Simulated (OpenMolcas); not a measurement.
# Tm³⁺ among point charges: CASSCF levels and susceptibility

Aim: the splitting of the states of Tm³⁺ in the field of 8 point charges, its lowest levels with spin-orbit coupling and its magnetic susceptibility.

The numbers are computed with OpenMolcas 26.06 (state-averaged CASSCF, spin-orbit coupling by RASSI with atomic mean-field integrals), except any that are marked as measured or tabulated.

## 1. What is computed

* Species: Tm³⁺ (thulium, Z = 69, 66 electrons)
* Basis: ANO-RCC-VDZP [7s6p4d2f1g], 68 functions
* Scalar Hamiltonian: DKH2, point nucleus
* Inactive shells: 1s 2s 2p 3s 3p 3d 4s 4p 4d 5s 5p
* Active space: 12 electrons in 7 orbitals (4f)
* Some configurations of this space: 4f¹²
* Orbitals: optimised for the highest spin of each parity, averaged over all roots

The outer shells:

4f12
```
4f [↑↓][↑↓][↑↓][↑↓][↑↓][↑ ][↑ ]
```

The ion sits among 8 point charges of -0.75 e arranged as a square antiprism (D4d), 2.31 Å from the ion, with a polar angle of 49.3° against the regular 57.3°.

The work runs as a chain of OpenMolcas steps in one folder; each step below is one input file. Labels, J, g values, rates, χT and fits are worked out afterwards by a script from the matrices that RASSI stores.

## 2. GATEWAY and SEWARD: basis and integrals

File a.inp:

```
&GATEWAY
Coord
1

Tm 0.0 0.0 0.0
Basis=ANO-RCC-VDZP
Group=NoSym
NoMove
AngMom=0.0 0.0 0.0
AMFI
XField
8 Angstrom 0
1.617447 0.669968 1.507020 -0.750000
-0.669968 1.617447 1.507020 -0.750000
-1.617447 -0.669968 1.507020 -0.750000
0.669968 -1.617447 1.507020 -0.750000
1.617447 -0.669968 -1.507020 -0.750000
0.669968 1.617447 -1.507020 -0.750000
-1.617447 0.669968 -1.507020 -0.750000
-0.669968 -1.617447 -1.507020 -0.750000
&SEWARD
```

The run is started by

```console
$ OMP_NUM_THREADS=1 MOLCAS_MEM=2252 MOLCAS_PROJECT=a pymolcas a.inp > a.log
```

## 3. Reference wave functions, triplets, 21 roots

File a.inp:

```
&RASSCF
FileOrb=start.orb
Symmetry=1
Spin=3
nActEl=12 0 0
Inactive=27
Ras2=7
CIRoot=21 21 1
SDav=21
CIMx=300
Iter=120 100
PrWF=0.3
OrbListing=Nothing
MaxOrb=0
>>> COPY $Project.JobIph JOB001
```

start.orb holds the contracted functions of the basis, ordered by shell, or the orbitals of the step before.

## 4. Reference wave functions, singlets, 28 roots

File a.inp:

```
&RASSCF
FileOrb=start.orb
Symmetry=1
Spin=1
nActEl=12 0 0
Inactive=27
Ras2=7
CIRoot=28 28 1
SDav=28
CIMx=300
Iter=120 100
PrWF=0.3
OrbListing=Nothing
MaxOrb=0
CIOnly
>>> COPY $Project.JobIph JOB002
```

## 5. RASSI: spin-orbit coupling between the states

File a.inp:

```
&RASSI
NrOfJobIphs=2 21 27
1 2 3 4 5 6 7 8 9 10 11 12 13 14 15 16 17 18 19 20 21
1 2 3 4 5 6 7 8 9 10 11 12 13 14 15 16 17 18 19 20 21 22 23 24 25 26 27
IphNames
JOB001
JOB002
EJob
SpinOrbit
DIPRint=1.0
SOCoupling=1000.0
Subsets=2
Property=9
'ANGMOM' 1 'ANGMOM' 2 'ANGMOM' 3 'MLTPL  1' 1 'MLTPL  1' 2 'MLTPL  1' 3
'AMFI' 1 'AMFI' 2 'AMFI' 3
SOProperty=3
'ANGMOM' 1 'ANGMOM' 2 'ANGMOM' 3
```

Before running it: what results should come out? Wanted: spin-free ground state; first state of the same spin within the active space; lowest level; next level.

The runs gave:

| quantity | value |
| --- | --- |
| method | CASSCF |
| spin-free ground state | triplet, 1-fold in its orbital part |
| first state of the same spin within the active space | triplet at 49.4 cm⁻¹ |
| lowest level | 1-fold |
| next level | 32.5 cm⁻¹ |
| χT at 300 K | 7.04 cm³ K/mol |
| effective moment at 300 K | 7.50 μB |

In words: The spin-free ground state (triplet) comes to 100 % from free-ion H terms and keeps the highest spin of the shell. The singlets rest on orbitals optimised for another spin in at least one step, which raises them against the optimised states. Not all states of the active space went into the spin-orbit step. Point charges carry no covalency, so the field is a model and not that of real ligands.
